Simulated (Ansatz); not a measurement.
Write a Python script for Ansatz 0.2.0, Python API that makes a scan of the energy under strain of TlIn, space group R-3m. Use (first run): r2SCAN, PAW, cutoff 520 eV, 12×12×12 k-points, Fermi-Dirac smearing of 0.1 eV.

```xyz
2
Lattice="1.7064 0.9852 5.5754 -1.7064 0.9852 5.5754 0.0000 -1.9704 5.5754" Properties=species:S:1:pos:R:3 pbc="T T T"
Tl    0.0000    0.0000    8.3631
In    0.0000    0.0000    0.0000
```

The script, `tlin_strain.py`:
```python
"""A uniaxial strain scan of TlIn."""

import warnings

import ansatz as az
import numpy as np

vectors0 = np.array([
    [1.706395, 0.985188, 5.575426],
    [-1.706395, 0.985188, 5.575426],
    [0.0, -1.970376, 5.575426],
])
sites = [
    ("Tl", [0.5, 0.5, 0.5]),
    ("In", [0.0, 0.0, 0.0]),
]


def make_crystal(cell):
    crystal = az.Crystal(lattice=az.Lattice.of(cell))
    for symbol, position in sites:
        crystal = crystal.atom(symbol, position)
    return crystal


def main() -> None:
    warnings.simplefilter("ignore", az.DeckWarning)

    # clamped ions: the fractional positions stay as typed
    values = np.linspace(-0.03, 0.03, 7)
    energies = []
    for d in values:
        strain = np.diag([0, 0, d])
        cell = vectors0 @ (np.eye(3) + strain)
        base = (
            make_crystal(cell).calculation()
            .functional(az.Functional.R2SCAN)
            .occupations("Fermi-Dirac")
            .scf(tolerance=1e-10)
            .basis(520)
            .kpoints(12, 12, 12)
        )
        r = base.run().report
        energies.append(r["free_energy_ev"] / len(sites))
        print(f"d = {d:+.4f}  F = {energies[-1]:.5f} eV/atom")
    energies = np.array(energies)

    for value, e in zip(values, energies):
        print(f"strain {value:7.3f}   E - Emin = {1000 * (e - energies.min()):9.3f} meV/atom")
    np.savetxt("strain.csv", np.column_stack([values, energies]), fmt="%.6f", delimiter=",", header="strain,energy_eV_per_atom")
    curvature = 2 * np.polyfit(values, energies, 3)[1]
    volume = abs(np.linalg.det(vectors0)) / len(sites)
    print(f"d2E/dd2 over the volume: {curvature / volume * 160.21766:.1f} GPa")


if __name__ == "__main__":
    main()
```

`python tlin_strain.py` gives:
```text
d = -0.0300  F = -8535.17713 eV/atom
d = -0.0200  F = -8535.17942 eV/atom
d = -0.0100  F = -8535.18086 eV/atom
d = +0.0000  F = -8535.18148 eV/atom
d = +0.0100  F = -8535.18130 eV/atom
d = +0.0200  F = -8535.18035 eV/atom
d = +0.0300  F = -8535.17874 eV/atom
strain  -0.030   E - Emin =     4.347 meV/atom
strain  -0.020   E - Emin =     2.063 meV/atom
strain  -0.010   E - Emin =     0.622 meV/atom
strain   0.000   E - Emin =     0.000 meV/atom
strain   0.010   E - Emin =     0.187 meV/atom
strain   0.020   E - Emin =     1.129 meV/atom
strain   0.030   E - Emin =     2.740 meV/atom
d2E/dd2 over the volume: 44.8 GPa
```

`strain.csv`, as written:
```csv
# strain,energy_eV_per_atom
-0.030000,-8535.177135
-0.020000,-8535.179419
-0.010000,-8535.180861
0.000000,-8535.181482
0.010000,-8535.181296
0.020000,-8535.180354
0.030000,-8535.178742
```

Against the unstrained cell the energy per atom changes by +4.35 meV at one end of the scan and +2.74 meV at the other, and its second derivative over the volume is 44.8 GPa.

Absolute energies stand on the zero of these potentials, so only differences at equal settings mean something. The curvature belongs to this strain pattern and to the cell's stress; it equals a single elastic constant only for simple patterns. In a metal a curvature from energy changes of a few meV or less hangs on mesh and smearing, in size and even in sign. Spin-orbit coupling, which matters for elements this heavy, is left out. The structure comes from a database of computed cells and needn't be a stable or known phase. The ions keep their fractional positions (clamped ions). Hardware and time: 3.2 min on 1 thread of Arm Neoverse V1, on a shared host, peak memory 0.62 GiB.
